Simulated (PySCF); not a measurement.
# Zn, Zn⁺: ionisation energy in 6-31G*

Each state of zinc is computed at each level; their differences give the ionisation energy. How far do the methods differ?

Program: PySCF 2.14.0. Level of theory: unrestricted determinants in a Gaussian basis, no spin-orbit coupling in the energies. These are calculated values, not measurements, unless marked.

### 1 The atom as given

```
Element                                   : zinc (Z = 30)
Basis                                     : 6-31G*
Hamiltonian                               : the non-relativistic Hamiltonian (point nucleus)
State 1                                   : Zn: [Ar] 3d10 4s2, closed-shell 1S
State 2                                   : Zn⁺: [Ar] 3d10 4s1, 2S determinant
Methods                                   : UHF, M06-2X, r2SCAN, MP2, CCSD(T)
Core shells frozen in the correlated runs : valence: [Ar] (for Zn)
```

Outer shells as boxes (Hund's rule):

Zn [Ar] 3d10 4s2
```
[Ar] core
3d [↑↓][↑↓][↑↓][↑↓][↑↓]
4s [↑↓]
```

Zn+ [Ar] 3d10 4s1
```
[Ar] core
3d [↑↓][↑↓][↑↓][↑↓][↑↓]
4s [↑ ]
```

The runs were made by one driver on top of PySCF. The scripts below sum up each run's settings (the driver also hands on starting orbitals that pick excited configurations, and frozen orbitals as a list rather than a count), and the logs come from the driver's own runs. The driver starts from symmetry-adapted Hartree-Fock orbitals, holds the occupation by maximum overlap and uses a logarithmic radial grid for functionals, so a plain start would take other cycles.

The driver's launch:

```bash
OMP_NUM_THREADS=1 python atomrun2.py TASK.json OUT
```

The integrals over 34 functions and the set-up took 0.12 s of CPU time.

### 2 Zn

UHF:

Input file input.py:

```python
from pyscf import gto, scf, dft, mp, cc
import basis_set_exchange as bse
mol = gto.M(atom="Zn 0 0 0", charge=0, spin=0, symmetry="D2h",
            basis=gto.basis.parse(bse.get_basis("6-31G*", elements=["Zn"], fmt="nwchem", header=False)))
mf = scf.UHF(mol)
mf.irrep_nelec = {'Ag': (6, 6), 'B1g': (1, 1), 'B2g': (1, 1), 'B3g': (1, 1), 'B1u': (2, 2), 'B2u': (2, 2), 'B3u': (2, 2)}
mf.kernel()
```

M06-2X:

Changes to input.py:

```diff
@@ -4,3 +4,3 @@
             basis=gto.basis.parse(bse.get_basis("6-31G*", elements=["Zn"], fmt="nwchem", header=False)))
-mf = scf.UHF(mol)
+mf = dft.UKS(mol, xc="M062X")
 mf.irrep_nelec = {'Ag': (6, 6), 'B1g': (1, 1), 'B2g': (1, 1), 'B3g': (1, 1), 'B1u': (2, 2), 'B2u': (2, 2), 'B3u': (2, 2)}
```

r2SCAN:

Changes to input.py:

```diff
@@ -4,3 +4,3 @@
             basis=gto.basis.parse(bse.get_basis("6-31G*", elements=["Zn"], fmt="nwchem", header=False)))
-mf = dft.UKS(mol, xc="M062X")
+mf = dft.UKS(mol, xc="R2SCAN")
 mf.irrep_nelec = {'Ag': (6, 6), 'B1g': (1, 1), 'B2g': (1, 1), 'B3g': (1, 1), 'B1u': (2, 2), 'B2u': (2, 2), 'B3u': (2, 2)}
```

MP2 (valence):

```python
from pyscf import gto, scf, dft, mp, cc
import basis_set_exchange as bse
mol = gto.M(atom="Zn 0 0 0", charge=0, spin=0, symmetry="D2h",
            basis=gto.basis.parse(bse.get_basis("6-31G*", elements=["Zn"], fmt="nwchem", header=False)))
mf = scf.UHF(mol)
mf.irrep_nelec = {'Ag': (6, 6), 'B1g': (1, 1), 'B2g': (1, 1), 'B3g': (1, 1), 'B1u': (2, 2), 'B2u': (2, 2), 'B3u': (2, 2)}
mf.kernel()
mp.UMP2(mf, frozen=9).kernel()
```

CCSD(T) (valence):

Changes to input.py:

```diff
@@ -7,2 +7,3 @@
 mf.kernel()
-mp.UMP2(mf, frozen=9).kernel()
+mycc = cc.CCSD(mf, frozen=9).run()
+mycc.ccsd_t()
```

### 3 Zn⁺, method by method

UHF:

Input file input.py:

```python
from pyscf import gto, scf, dft, mp, cc
import basis_set_exchange as bse
mol = gto.M(atom="Zn 0 0 0", charge=1, spin=1, symmetry="D2h",
            basis=gto.basis.parse(bse.get_basis("6-31G*", elements=["Zn"], fmt="nwchem", header=False)))
mf = scf.UHF(mol)
mf.irrep_nelec = {'Ag': (6, 5), 'B1g': (1, 1), 'B2g': (1, 1), 'B3g': (1, 1), 'B1u': (2, 2), 'B2u': (2, 2), 'B3u': (2, 2)}
mf.kernel()
```

M06-2X:

Changes to input.py:

```diff
@@ -4,3 +4,3 @@
             basis=gto.basis.parse(bse.get_basis("6-31G*", elements=["Zn"], fmt="nwchem", header=False)))
-mf = scf.UHF(mol)
+mf = dft.UKS(mol, xc="M062X")
 mf.irrep_nelec = {'Ag': (6, 5), 'B1g': (1, 1), 'B2g': (1, 1), 'B3g': (1, 1), 'B1u': (2, 2), 'B2u': (2, 2), 'B3u': (2, 2)}
```

r2SCAN:

Changes to input.py:

```diff
@@ -4,3 +4,3 @@
             basis=gto.basis.parse(bse.get_basis("6-31G*", elements=["Zn"], fmt="nwchem", header=False)))
-mf = dft.UKS(mol, xc="M062X")
+mf = dft.UKS(mol, xc="R2SCAN")
 mf.irrep_nelec = {'Ag': (6, 5), 'B1g': (1, 1), 'B2g': (1, 1), 'B3g': (1, 1), 'B1u': (2, 2), 'B2u': (2, 2), 'B3u': (2, 2)}
```

MP2 (valence):

Input file input.py:

```python
from pyscf import gto, scf, dft, mp, cc
import basis_set_exchange as bse
mol = gto.M(atom="Zn 0 0 0", charge=1, spin=1, symmetry="D2h",
            basis=gto.basis.parse(bse.get_basis("6-31G*", elements=["Zn"], fmt="nwchem", header=False)))
mf = scf.UHF(mol)
mf.irrep_nelec = {'Ag': (6, 5), 'B1g': (1, 1), 'B2g': (1, 1), 'B3g': (1, 1), 'B1u': (2, 2), 'B2u': (2, 2), 'B3u': (2, 2)}
mf.kernel()
mp.UMP2(mf, frozen=9).kernel()
```

CCSD(T) (valence):

Changes to input.py:

```diff
@@ -7,2 +7,3 @@
 mf.kernel()
-mp.UMP2(mf, frozen=9).kernel()
+mycc = cc.CCSD(mf, frozen=9).run()
+mycc.ccsd_t()
```

What does the calculation give?

**Answer**, as computed:

| quantity | value |
| --- | --- |
| ionisation energy, Zn | UHF 7.401, CCSD(T) (valence) 8.484 eV; reference 9.394 |

Each level's miss and price (over 1 difference):

```
           method  mean absolute miss against CCSD(T) (valence) (eV)  CPU time, both states (s)
              UHF                                              1.083                       0.16
           M06-2X                                              0.467                        1.4
           r2SCAN                                              0.095                        1.3
    MP2 (valence)                                              0.252                       0.18
SCS-MP2 (valence)                                              0.193                       0.18
   CCSD (valence)                                              0.038                           
CCSD(T) (valence)                                              0.000                       0.76
```

In words: The methods span 1.550 eV, from UHF (7.401) to M06-2X (8.951). The reference is uncertain or not like for like (spin-orbit coupling or other relativistic terms), so no ranking of close methods is drawn. All values hold for this basis alone; no basis-set limit was taken. The dearest level timed, M06-2X, costs 8.5 times the cheapest, UHF, and differs from CCSD(T) (valence) by 0.47 against 1.08 eV; CCSD(T) (valence) in this basis is a yardstick, not the exact answer.
